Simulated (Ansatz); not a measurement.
**FH₃S₂Si: how energies converge with the basis set**

The task here is to estimate one member of a computed series from the others.

Program: Ansatz 0.2.0, Gaussian basis. Level of theory: one geometry, several basis sets. These are calculated values, not measurements.

Plan: PBE0-D4/def2-SVP; ωB97M-V/def2-SVP; PBE0-D4/def2-QZVPP; ωB97M-V/def2-QZVPP; the functionals' def2-TZVPP values are taken from earlier runs.

**The relaxed structure**

An earlier PBE0-D4 in a triple-zeta def2 set relaxation fixed the geometry.

SMILES `F[SiH2]SS`, 7 atoms, charge 0, spin multiplicity 1.

Atoms are counted from 1 here; the program's logs count them from 0.

Bond lengths: F1–Si2 1.599 Å, Si2–S3 2.134 Å, Si2–H5 1.477 Å, Si2–H6 1.480 Å, S3–S4 2.068 Å, S4–H7 1.347 Å. Angles: F1–Si2–S3 108.3°, F1–Si2–H5 108.4°, F1–Si2–H6 108.1°, S3–Si2–H5 110.0°, S3–Si2–H6 109.6°, H5–Si2–H6 112.4°, Si2–S3–S4 87.9°, S3–S4–H7 98.2°.

The first run:

File in.yaml:

```yaml
crystal:
  periodic: [false, false, false]
  atoms:
    - {symbol: F, position_ang: [-2.082191, 1.212963, -0.054059]}
    - {symbol: Si, position_ang: [-0.581201, 0.684641, 0.098609]}
    - {symbol: S, position_ang: [-0.319643, -0.977366, -1.213952]}
    - {symbol: S, position_ang: [1.640379, -1.085650, -0.564611]}
    - {symbol: H, position_ang: [0.337714, 1.777348, -0.280756]}
    - {symbol: H, position_ang: [-0.387259, 0.246463, 1.498371]}
    - {symbol: H, position_ang: [1.453499, -1.926397, 0.470697]}
basis:
  gaussian: {orbitals: def2-SVP}
hamiltonian: {xc: pbe0, dispersion: d4}
output: {orbitals: {seedname: orbitals}}
```

On the command line:

```
> ansatz run in.yaml --threads 2 --pin off --events-out ev --progress --plain --max-ram 4352MiB
```

Among the steps run: PBE0-D4 in def2-SVP; ωB97M-V in def2-SVP; PBE0-D4 in def2-QZVPP; ωB97M-V in def2-QZVPP.

One table of the session follows, with a row left open; its other results are not shown here.

It belongs to the step «Density functionals: the series». 

```
functional       basis  HOMO (eV)
   PBE0-D4    def2-SVP      -7.70
   PBE0-D4  def2-TZVPP      -7.72
   PBE0-D4  def2-QZVPP      -7.74
   ωB97M-V    def2-SVP      -9.79
   ωB97M-V  def2-TZVPP          ?
   ωB97M-V  def2-QZVPP      -9.88
```

Estimate the missing values for ωB97M-V, def2-TZVPP.

The run gave: HOMO (eV): -9.85. In the column «HOMO (eV)» it lies between ωB97M-V, def2-QZVPP (-9.88) and ωB97M-V, def2-SVP (-9.79).
